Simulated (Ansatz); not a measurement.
# H3SeSi: the cost of one run

Method: RKS revPBE-D4/def2-SVP, in Ansatz 0.2.0.

## Step 1: The structure to begin with

Bond lengths: Si1–Se2 2.506 Å, Si1–H3 1.487 Å, Si1–H4 1.487 Å, Se2–H5 1.414 Å. Angles: Si1–Se2–H5 145.7°, Se2–Si1–H3 96.1°, Se2–Si1–H4 96.1°, H3–Si1–H4 95.7°.

Coordinates:

```xyz
5

Si    0.2356   -1.2511    0.2481
Se    0.8540    1.1629   -0.0134
H    -0.9541   -1.0161    1.1086
H    -0.5222   -1.3583   -1.0269
H     0.3866    2.4626   -0.3163
```

## Step 2: Preparing the start

input.yaml reads:

```yaml
crystal:
  periodic: [false, false, false]
  atoms:
    - { symbol: Si, position_ang: [0.2356, -1.25109, 0.24809] }
    - { symbol: Se, position_ang: [0.85404, 1.16287, -0.01344] }
    - { symbol: H, position_ang: [-0.95412, -1.01607, 1.10856] }
    - { symbol: H, position_ang: [-0.52215, -1.35835, -1.02687] }
    - { symbol: H, position_ang: [0.38662, 2.46264, -0.31634] }
total_charge: -1
basis:
  gaussian: { orbitals: def2-SVP }
hamiltonian:
  xc: revpbe
  dispersion: d4
relax:
  f_tol: 0.02
  max_steps: 40
scf:
  lower_state_search: "off"
```

The run is started by

```
ansatz run input.yaml --threads 1 --pin off --max-ram 2048MiB --backend cpu --events-out ev --progress --plain --runs-dir out
```

Q: Estimate wall time and peak memory on 1 thread of an Arm CPU, shared host.

About 6.7 s, with a peak of 0.1 GiB.
